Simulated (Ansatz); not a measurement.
# CH₅ClO₂Si₂: one species, many methods

One table from this session's results is given with a row withheld; the runs are named, their logs left out.

The runs use Ansatz 0.2.0, Gaussian basis; functionals in def2-TZVPP, the program's frozen cores in correlated methods.

Plan: PBE-D4, r2SCAN-D4, PBE0-D4, B3LYP-D4, ωB97X-V, ωB97M-V, B2PLYP; CCSD(T)/def2-TZVPP; MP2/def2-QZVPP; extrapolation to the limit.

## The relaxed structure

An earlier PBE0-D4 in a triple-zeta def2 set relaxation fixed the geometry.

SMILES `O=C[SiH](Cl)O[SiH3]`, 11 atoms, charge 0, spin multiplicity 1.

Atoms are counted from 1 here; the program's logs count them from 0.

Bond lengths: O1–C2 1.207 Å, C2–Si3 1.919 Å, C2–H7 1.114 Å, Si3–Cl4 2.049 Å, Si3–O5 1.608 Å, Si3–H8 1.477 Å, O5–Si6 1.654 Å, Si6–H9 1.483 Å, Si6–H10 1.482 Å, Si6–H11 1.481 Å. Angles: O1–C2–Si3 118.8°, O1–C2–H7 119.8°, Si3–C2–H7 121.4°, C2–Si3–Cl4 105.7°, C2–Si3–O5 107.3°, C2–Si3–H8 113.3°, Cl4–Si3–O5 112.1°, Cl4–Si3–H8 107.8°, O5–Si3–H8 110.6°, Si3–O5–Si6 142.8°, O5–Si6–H9 106.4°, O5–Si6–H10 110.4°, O5–Si6–H11 109.6°, H9–Si6–H10 109.6°, H9–Si6–H11 109.7°, H10–Si6–H11 110.9°.

Set-up of the first run:

Contents of in.yaml:

```yaml
crystal:
  periodic: [false, false, false]
  atoms:
    - {symbol: O, position_ang: [-1.776677, -0.453760, 0.818715]}
    - {symbol: C, position_ang: [-1.335260, 0.608773, 1.182340]}
    - {symbol: Si, position_ang: [0.271967, 1.269646, 0.368936]}
    - {symbol: Cl, position_ang: [1.653899, 1.375345, 1.878111]}
    - {symbol: O, position_ang: [0.698878, 0.216989, -0.769451]}
    - {symbol: Si, position_ang: [0.579181, -1.374673, -1.204278]}
    - {symbol: H, position_ang: [-1.849101, 1.172898, 1.994042]}
    - {symbol: H, position_ang: [0.123884, 2.622980, -0.205082]}
    - {symbol: H, position_ang: [1.736564, -1.656811, -2.088222]}
    - {symbol: H, position_ang: [0.643736, -2.244297, -0.005945]}
    - {symbol: H, position_ang: [-0.681972, -1.593989, -1.948467]}
basis:
  gaussian: {orbitals: def2-TZVPP}
hamiltonian: {xc: pbe, dispersion: d4}
output: {forces: true, orbitals: {seedname: orbitals}}
```

The run is started by

```bash
> ansatz run in.yaml --threads 4 --pin off --events-out ev --progress --plain --max-ram 10444MiB
```

Steps of the session up to this table: PBE-D4 (GGA); r2SCAN-D4 (meta-GGA); PBE0-D4 (hybrid); B3LYP-D4 (hybrid); ωB97X-V (range-separated); ωB97M-V (range-separated); B2PLYP (double hybrid); CCSD(T) in def2-TZVPP; MP2 in def2-QZVPP.

One table of the session follows, with a row left open; its other results are not shown here.

```
            method  atomisation energy (eV)
            PBE-D4                   42.652
         r2SCAN-D4                   42.287
           PBE0-D4                   41.807
          B3LYP-D4                   42.019
           ωB97X-V                   42.440
           ωB97M-V                   42.363
            B2PLYP                   41.644
     HF/def2-TZVPP                   30.536
    MP2/def2-TZVPP                        ?
   CCSD/def2-TZVPP                   40.319
CCSD(T)/def2-TZVPP                   41.017
           MP2/CBS                   43.332
       CCSD(T)/CBS                   42.322
```

Estimate the missing values for MP2/def2-TZVPP.

**Answer.** atomisation energy (eV): 42.027. In the column «atomisation energy (eV)» it lies between B3LYP-D4 (42.019) and r2SCAN-D4 (42.287).

Among the levels timed on like hardware and quicker than the yardstick, those that no quicker one beats, quickest first: PBE-D4 (3.7 s, +0.330 eV); r2SCAN-D4 (7 s, -0.035 eV).

B2PLYP carry no dispersion term (for B3LYP, D4 adds 0.516 eV).
